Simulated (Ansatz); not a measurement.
# SiC2N4: further runs on the relaxed cell

One table from this session's results is given with a row withheld; the runs are named, their logs left out.

Computed with Ansatz 0.2.0 (DFT r2SCAN, scalar-relativistic, plane waves, PAW, unless a step's input says otherwise).

## Starting point

The structure is cubic, space group Pn-3m (No. 224). Conventional cell: a = 6.641 Å, b = 6.641 Å, c = 6.641 Å, α = 90.00°, β = 90.00°, γ = 90.00°. Si (site symmetry -43m) has 4 N at 1.68 Å in its first shell of neighbours. C (site symmetry -3m) is surrounded by 2 N at 1.20 Å. N (site symmetry 3m) has 1 C at 1.20 Å and 1 Si at 1.68 Å in its first shell of neighbours.

Coordinates:

```xyz
14
Lattice="6.6412 0.0000 0.0000 0.0000 6.6412 0.0000 0.0000 0.0000 6.6412" Properties=species:S:1:pos:R:3 pbc="T T T"
Si    3.3206    3.3206    3.3206
Si    0.0000    0.0000    0.0000
C     4.9809    1.6603    1.6603
C     1.6603    1.6603    4.9809
C     4.9809    4.9809    4.9809
C     1.6603    4.9809    1.6603
N     0.9674    5.6738    0.9674
N     4.2881    4.2881    4.2881
N     5.6738    5.6738    5.6738
N     2.3532    4.2881    2.3532
N     2.3532    2.3532    4.2881
N     4.2881    2.3532    2.3532
N     0.9674    0.9674    5.6738
N     5.6738    0.9674    0.9674
```

It goes back to an entry of the Materials Project, which need not be the stable form.

It is the result of an earlier relaxation at this level (volume 20.92 Å³/atom; gap on the mesh: 4.82 eV).

Set-up of the first run:

Input file input.yaml:

```yaml
crystal:
  lattice:
    - [6.5741618284, 0.0, 0.0]
    - [0.0, 6.5741618284, 0.0]
    - [0.0, 0.0, 6.5741618284]
  atoms:
    - { symbol: Si, position: [0.5, 0.5, 0.5] }
    - { symbol: Si, position: [0.0, 0.0, 0.0] }
    - { symbol: C, position: [0.75, 0.25, 0.25] }
    - { symbol: C, position: [0.25, 0.25, 0.75] }
    - { symbol: C, position: [0.75, 0.75, 0.75] }
    - { symbol: C, position: [0.25, 0.75, 0.25] }
    - { symbol: "N", position: [0.145669162, 0.854330838, 0.145669162] }
    - { symbol: "N", position: [0.645669162, 0.645669162, 0.645669162] }
    - { symbol: "N", position: [0.854330838, 0.854330838, 0.854330838] }
    - { symbol: "N", position: [0.354330838, 0.645669162, 0.354330838] }
    - { symbol: "N", position: [0.354330838, 0.354330838, 0.645669162] }
    - { symbol: "N", position: [0.645669162, 0.354330838, 0.354330838] }
    - { symbol: "N", position: [0.145669162, 0.145669162, 0.854330838] }
    - { symbol: "N", position: [0.854330838, 0.145669162, 0.145669162] }
basis:
  ecutwfc: 500
kpoints:
  mp_grid: { grid: [4, 4, 4] }
hamiltonian:
  xc: r2scan
scf:
  occupations: { method: gaussian, width: 0.02 }
output:
  forces: true
  stress: true
  eigenvalues: true
relax:
  adjacent_minimum: "off"
  f_tol: 0.01
  max_steps: 30
```

Run with:

```
ansatz run input.yaml --threads 4 --pin off --max-ram 10240MiB --backend cpu --events-out ev --progress --plain --runs-dir out
```

Among the steps run: The cell scaled to 0.97 of its volume; The cell scaled to 1.03 of its volume; Volume × 0.94; The cell scaled to 1.06 of its volume; Point at V/V0 = 0.91; Point at V/V0 = 1.10; Volume × 0.88.

One of the session's tables, all rows but one given; the rest of the session is left out.

It belongs to the step «Energy against volume». 

| volume (Å³/atom) | energy above the lowest point (meV/atom) | pressure (GPa) | gap on the mesh (eV) |
| --- | --- | --- | --- |
| 18.412 | 128.9 | 18.23 | 4.78 |
| 19.040 | 68.7 | 12.62 | 4.83 |
| 19.668 | ? | ? | ? |
| 20.295 | 6.9 | 3.61 | 4.89 |
| 20.923 | 0.0 | 0.00 | 4.82 |
| 21.551 | 6.2 | -3.11 | 4.76 |
| 22.178 | 23.8 | -5.78 | 4.70 |
| 23.015 | 62.1 | -8.78 | 4.62 |

Q: Estimate the row for volume (Å³/atom) = 19.668 from the others.

Worked estimate for «energy above the lowest point (meV/atom)». A straight line through the neighbours (19.040, 68.7) and (20.295, 6.9) gives 68.7 + (6.9 − 68.7) × (19.668 − 19.040) / (20.295 − 19.040) = 37.8; a parabola fitted to 4 rows on both sides gives 28.9.

As computed: energy above the lowest point (meV/atom): 29.0; pressure (GPa): 7.78; gap on the mesh (eV): 4.88. In «energy above the lowest point (meV/atom)» the line misses by +8.8 and the parabola by -0.1.

To keep in mind: The gap on the mesh goes from 4.78 eV at the smallest volume to 4.62 eV at the largest, through a peak of 4.89 eV between. Warnings in the runs' records: stress scf threshold loose.
